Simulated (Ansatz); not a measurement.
**Ti (Titanium): a relaxation**

Aim: a sound relaxation of Ti (Titanium). The structure is shown as the input types it.

Method: DFT, PBEsol, PAW with Ansatz's default frozen-core files, scalar-relativistic; relaxation of cell and atoms, in Ansatz 0.2.0.

1 further run of the same task is left out (set aside as unsound or not needed).

## 1. Starting point

Symmetry: P6_3/mmc, No. 194, hexagonal system. Conventional cell: a = 2.950 Å, b = 2.950 Å, c = 4.680 Å, α = 90.00°, β = 90.00°, γ = 120.00°. Ti (site symmetry -6m2) has 12 Ti at 2.89 to 2.95 Å as nearest neighbours.

Structure file:

```xyz
2
Lattice="2.9500 0.0000 0.0000 -1.4750 2.5548 0.0000 0.0000 0.0000 4.6800" Properties=species:S:1:pos:R:3 pbc="T T T"
Ti    0.0000    1.7032    1.1700
Ti    1.4750    0.8516    3.5100
```

## 2. Input and run

File input.yaml:

```yaml
crystal:
  lattice:
    - [2.95000000002, 0.0, 0.0]
    - [-1.47500000001, 2.55477494118, 0.0]
    - [0.0, 0.0, 4.68]
  atoms:
    - { symbol: Ti, position: [0.333333333333, 0.666666666667, 0.25] }
    - { symbol: Ti, position: [0.666666666667, 0.333333333333, 0.75] }
kpoints:
  mp_grid: { grid: [18, 18, 10] }
scf:
  occupations: { method: fermi_dirac, width: 0.08 }
  max_iter: 50
hamiltonian:
  xc: pbesol
  pseudopotentials: { kind: paw }
relax:
  f_tol: 0.002
  max_steps: 80
  cell: {}
output:
  forces: true
  stres: true
```

On the command line:

```
> ansatz run input.yaml --threads 1 --pin off --max-ram 2048MiB --backend cpu --events-out ev --progress --plain --runs-dir out
```

The program printed:

```text
Error: YAML parse error: error: line 23 column 3: unknown field `stres`, expected one of write_density, write_potential, write_potential_components, volumetric_format, write_bands, fatbands, populations, hubbard, elf, band_densities, bader, dos, optics, efg, charged_corrections, wannier, polarization, topological_invariants, transmission, current_voltage, crpa, pair_interaction, rpa_energy, embedding, core_levels, xc_energy_on_converged_density, boltztrap, local_orbitals, orbitals, eigenstates, states_by_energy, atomic_orbital_hamiltonian, active_space, given_orbital_levels, support_matrices, forces, stress, cutoff_correction, eigenvalues, band_residual_tolerance, publish_guard_bands
  --> <input>:23:3
   |
21 | output:
22 |   forces: true
23 |   stres: true
   |   ^ unknown field `stres`, expected one of write_density, write_potential, write_potential_components, volumetric_format, write_bands, fatbands, populations, hubbard, elf, band_densities, bader, dos, optics, efg, charged_corrections, wannier, polarization, topological_invariants, transmission, current_voltage, crpa, pair_interaction, rpa_energy, embedding, core_levels, xc_energy_on_converged_density, boltztrap, local_orbitals, orbitals, eigenstates, states_by_energy, atomic_orbital_hamiltonian, active_space, given_orbital_levels, support_matrices, forces, stress, cutoff_correction, eigenvalues, band_residual_tolerance, publish_guard_bands
24 | checkpoint: { write: ck, compress: false, write_wavefunctions: fals…
   |
```

Wall time 0.02 s (1 thread of Intel Xeon 6975P-C (Granite Rapids), shared host); peak memory 0.03 GiB.

## 3. Diagnosis

The run ended at the input check. The line that matters: «line 23 column 3: unknown field `stres`, expected one of write_density, write_potential, write_potential_components, volumetric_format, ...»

The suspect setting: output.stres is true. The parser met a name that isn't among its keywords: a slip in spelling.

Remedy: correct the name of the key.

## 4. Second try

Besides the cure, the input differs in scf.max_iter, output requests.

input.yaml, as its differences from that of step 2:

```diff
@@ -12,3 +12,2 @@
   occupations: { method: fermi_dirac, width: 0.08 }
-  max_iter: 50
 hamiltonian:
@@ -22,2 +21,6 @@
   forces: true
-  stres: true
+  stress: true
+  write_density: true
+  write_potential: true
+  elf: true
+  volumetric_format: npy
```

On the command line:

```
> ansatz run input.yaml --threads 1 --pin off --max-ram 2048MiB --backend cpu --events-out ev --progress --plain --runs-dir out
```

From the output:

```text
[...]
Basis set: ecut = 420 eV, 687 PW (Γ), exchange–correlation on 40×40×64 points (8 copies of the dense FFT grid, shifted against one another)
[...]
k-points: 222 of 3240
[...]
SCF iter   1: F=—  HF=-4947.787323 eV  |F-HF|=—  |Δ(HF+E_count)|=         —  Δρ=7.89e-3  dr2=1.69e-2  ethr=1.77e-3  ⟨swp⟩=3.8  Hψ=14440  notcnv=0
preconditioner: auto → none  [metal: Δε(μ)=0.004 eV  Ē_g=2.831 eV  σ=0.080 eV  W_gap=0.01  n_scr=8 (ndim 8)  ℏωp=17.7 eV  f_vac=0.000  D(μ)=2.12/eV (n_scr^D=22)  sad-step TF]
SCF iter   2: F=—  HF=-4947.782492 eV  |F-HF|=—  |Δ(HF+E_count)|=   4.83e-3  Δρ=3.42e-3  dr2=3.30e-3  ethr=7.02e-5  ⟨swp⟩=2.3  Hψ=6275  notcnv=0
[...]
relax step   1: F+E_penalty+E_count = -4947.78161973 eV  Δ(F+E_penalty+E_count) = +0.000e0 eV  max|allowed force component| = 4.811e-16 eV/Å  Δτ_max = 0.0000 Å  P = -5.682 GPa  Ω = 35.271 Å³  (6 SCF iters, dr2 threshold 1.00e-7 eV, accepted)
[...]
Basis set: ecut = 420 eV, 615 PW (Γ), exchange–correlation on 40×40×64 points (8 copies of the dense FFT grid, shifted against one another)
[...]
relax step   2: F+E_penalty+E_count = -4947.75816550 eV  Δ(F+E_penalty+E_count) = +2.345e-2 eV  max|allowed force component| = 8.327e-17 eV/Å  Δτ_max = 0.0000 Å  P = +8.875 GPa  Ω = 31.314 Å³  energy of the carried Pulay correction = +2.378e-4 eV  (6 SCF iters
[...]
Basis set: ecut = 420 eV, 639 PW (Γ), exchange–correlation on 40×40×64 points (8 copies of the dense FFT grid, shifted against one another)
[...]
relax step   3: F+E_penalty+E_count = -4947.81477151 eV  Δ(F+E_penalty+E_count) = -3.315e-2 eV  max|allowed force component| = 3.516e-16 eV/Å  Δτ_max = 0.0000 Å  P = -0.515 GPa  Ω = 33.615 Å³  energy of the carried Pulay correction = +9.625e-5 eV  (6 SCF iters
[...]
Basis set: ecut = 420 eV, 627 PW (Γ), exchange–correlation on 40×40×64 points (8 copies of the dense FFT grid, shifted against one another)
[...]
relax step   4: F+E_penalty+E_count = -4947.81503523 eV  Δ(F+E_penalty+E_count) = -2.637e-4 eV  max|allowed force component| = 1.665e-16 eV/Å  Δτ_max = 0.0000 Å  P = +0.038 GPa  Ω = 33.459 Å³  energy of the carried Pulay correction = +1.056e-4 eV  (6 SCF iters
[...]
relax step   5: F+E_penalty+E_count = -4947.81503897 eV  Δ(F+E_penalty+E_count) = -3.743e-6 eV  max|allowed force component| = 3.331e-16 eV/Å  Δτ_max = 0.0000 Å  P = +0.005 GPa  Ω = 33.468 Å³  energy of the carried Pulay correction = +1.051e-4 eV  (6 SCF iters
[...]
SCF iter   5: F=-4947.814933 eV  HF=-4947.814933 eV  |F-HF|=1.82e-12  |Δ(HF+E_count)|=  1.27e-11  Δρ=2.92e-8  dr2=1.70e-13  ethr=1.00e-12  ⟨swp⟩=1.0  Hψ=3552  notcnv=0
SCF iter   6: F=-4947.814933 eV  HF=-4947.814933 eV  |F-HF|=0.00e0  |Δ(HF+E_count)|=  1.82e-12  Δρ=7.28e-9  dr2=5.02e-15  ethr=1.00e-12  ⟨swp⟩=2.1  Hψ=10705  notcnv=0
[...]
relax step   6: F+E_penalty+E_count = -4947.81493273 eV  Δ(F+E_penalty+E_count) = +1.062e-4 eV  max|allowed force component| = 3.053e-16 eV/Å  Δτ_max = 0.0000 Å  P = +0.008 GPa  Ω = 33.468 Å³  stress off target by 1.97e-2 GPa  SCF on the basis re-selected at t
[...]
SCF converged after 6 iterations
Free energy (F): -4947.814933 eV
[...]
E sigma→0 (E₀):  -4947.792133 eV
[...]
Fermi energy:    13.836955 eV
[...]
  P = ⅓ Tr σ = 0.0084 GPa (0.084 kbar)
[...]
--- Relaxed structure (5 steps of the walk, 4 accepted, 1 SCFs on fresh bases) ---
[...]
```

Wall time 19 s (1 thread of Intel Xeon 6975P-C (Granite Rapids), shared host); peak memory 0.47 GiB.

Density in a lattice plane of the grid's cell (edges 2.90 and 4.59 Å, at 0.333 of the third edge), which holds Ti.

Values in e/Å³, 12 rows by 8 columns:
```
0.21 0.19 0.19 0.25 0.60 1.32 1.12 0.41
0.32 0.20 0.21 0.57 3.31 7.00 6.14 1.91
0.41 0.21 0.23 0.94 5.57 9.82 9.05 3.46
0.32 0.20 0.21 0.57 3.27 6.88 6.05 1.90
0.21 0.19 0.19 0.26 0.68 1.49 1.27 0.44
0.19 0.19 0.19 0.19 0.23 0.28 0.27 0.21
0.21 0.24 0.23 0.21 0.21 0.22 0.22 0.21
0.32 0.48 0.43 0.28 0.23 0.23 0.23 0.24
0.41 0.76 0.65 0.35 0.25 0.24 0.24 0.26
0.32 0.48 0.43 0.28 0.23 0.23 0.23 0.24
0.21 0.24 0.23 0.21 0.21 0.22 0.22 0.21
0.19 0.19 0.19 0.19 0.22 0.27 0.26 0.21
```
Columns run along the first of these edges and rows up along the second, over one cell in 8 and 12 even steps from the bottom left corner. Atoms in the plane (fractional): Ti at (0.67, 0.75).

ELF in the same plane.

Ten even steps from '0' (0.04) to '9' (0.71):
```
3466532112332111
1355421246776521
1244212478778852
1133213786324784
1122114774002785
1133213786324884
1244212478888862
1355421246787521
2466532112333211
3444443222222223
2222223455665543
1111112467898642
1111111358998631
1233211257998631
1344321247998521
1233211257998631
1111111358998631
1111112467898642
3222223455665543
4444443222222223
```
Columns run along the first of these edges and rows up along the second, over one cell in 16 and 20 even steps from the bottom left corner. Atoms in the plane (fractional): Ti at (0.67, 0.75).

Both are smooth fields of the valence electrons: close to the nuclei they are not physical.

Outside the cores ELF peaks at 0.76 between the atoms, 2.0 Å from Ti.

## 5. Results

| quantity | value |
| --- | --- |
| first try | refused |
| cause | a misspelt key |
| second try | converged |
| energy (zero set by the potentials) | -4947.8149 eV |
| pressure | 0.01 GPa |
| gap on the mesh | none (metal on this mesh) |
| largest force | 0.000 eV/Å |

What this shows: The mended input goes through.
